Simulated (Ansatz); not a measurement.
**Ni: pressure up to the limit of the methods**

One table from this session's results is given with a row withheld; the runs are named, their logs left out.

Method: DFT PBEsol, with the methods named in each step, in Ansatz 0.2.0.

**The starting structure**

It takes space group P6_3/mmc (No. 194, hexagonal). The conventional cell has a = 2.456 Å, b = 2.456 Å, c = 3.979 Å, α = 90.00°, β = 90.00°, γ = 120.00°. Around Ni (site symmetry -6m2) lie 12 Ni at 2.44 to 2.46 Å.

Coordinates:

```xyz
2
Lattice="2.4559 0.0000 0.0000 -1.2280 2.1269 0.0000 0.0000 0.0000 3.9786" Properties=species:S:1:pos:R:3 pbc="T T T"
Ni    0.0000    1.4179    0.9946
Ni    1.2280    0.7090    2.9839
```

Whether this phase is the stable one at these pressures isn't tested.

Atoms are numbered in the order of the input: Ni1, Ni2.

The first run:

File input.yaml:

```yaml
crystal:
  lattice:
    - [2.4559182031, 0.0, 0.0]
    - [-1.2279591016, 2.1268875535, 0.0]
    - [0.0, 0.0, 3.978587489]
  atoms:
    - { symbol: Ni, position: [0.3333333333, 0.6666666667, 0.25], spin: 1.0 }
    - { symbol: Ni, position: [0.6666666667, 0.3333333333, 0.75], spin: 1.0 }
magnetization:
  spin_polarized: true
kpoints:
  mp_grid: { grid: [18, 18, 10] }
scf:
  occupations: { method: fermi_dirac, width: 0.1 }
hamiltonian:
  xc: pbesol
  pseudopotentials: { kind: paw }
output:
  forces: true
  stress: true
relax:
  f_tol: 0.005
  max_steps: 40
  cell: {}
```

The run is started by

```console
> ansatz run input.yaml --threads 1 --pin off --max-ram 3072MiB --backend cpu --events-out ev --progress --plain --runs-dir out
```

Among the steps run: Cell relaxed at zero pressure, PAW; More of the same log: cell relaxed at zero pressure; Volume scaled by 1, PAW; Volume scaled by 1, PAW (source ansatz); Shape and atoms relaxed at 0.9 of the volume, PAW; Volume scaled by 0.9, PAW; Shape and atoms relaxed at 0.8 of the volume, PAW; Volume scaled by 0.8, PAW; Shape and atoms relaxed at 0.7 of the volume, PAW; Volume scaled by 0.7, PAW; Shape and atoms relaxed at 0.6 of the volume, PAW; More of the same log: shape and atoms relaxed at 0.6 of the volume; Volume scaled by 0.6, PAW; Shape and atoms relaxed at 0.5 of the volume, PAW; More of the same log: shape and atoms relaxed at 0.5 of the volume; Volume scaled by 0.5, PAW; Shape and atoms relaxed at 0.4 of the volume, PAW; More of the same log: shape and atoms relaxed at 0.4 of the volume; Volume scaled by 0.4, PAW; Volume scaled by 0.4, PAW (cutoff 250 eV).

One of the session's tables, all rows but one given; the rest of the session is left out.

| method | volume over the first | volume (Å³/atom) | pressure (GPa) | moment Ni1 (μB) |
| --- | --- | --- | --- | --- |
| PAW | 1 | 10.429 | 0.00 | 0.65 |
| PAW | 0.9 | 9.386 | 30.85 | 0.61 |
| PAW | 0.8 | 8.343 | 86.64 | 0.57 |
| PAW | 0.7 | 7.300 | 189.86 | 0.51 |
| PAW | 0.6 | 6.257 | 389.31 | 0.38 |
| PAW | 0.5 | 5.214 | 801.69 | 0.00 |
| PAW | 0.4 | 4.171 | 1730.89 | 0.00 |
| PAW (cutoff 250 eV) | 0.4 | 4.171 | 1735.12 | 0.00 |
| PAW (source ansatz) | 1 | ? | ? | ? |

Q: Estimate the row for PAW (source ansatz), 1 from the others.

The run gave: volume (Å³/atom): 10.429; pressure (GPa): -0.01; moment Ni1 (μB): 0.65.

To keep in mind: At pressures up to 1735 GPa the PAW spheres may overlap and frozen cores may not hold, so those PAW values are rough without an all-electron check. Warnings in the runs' records: seeded moment not kept, cutoff below recommended.
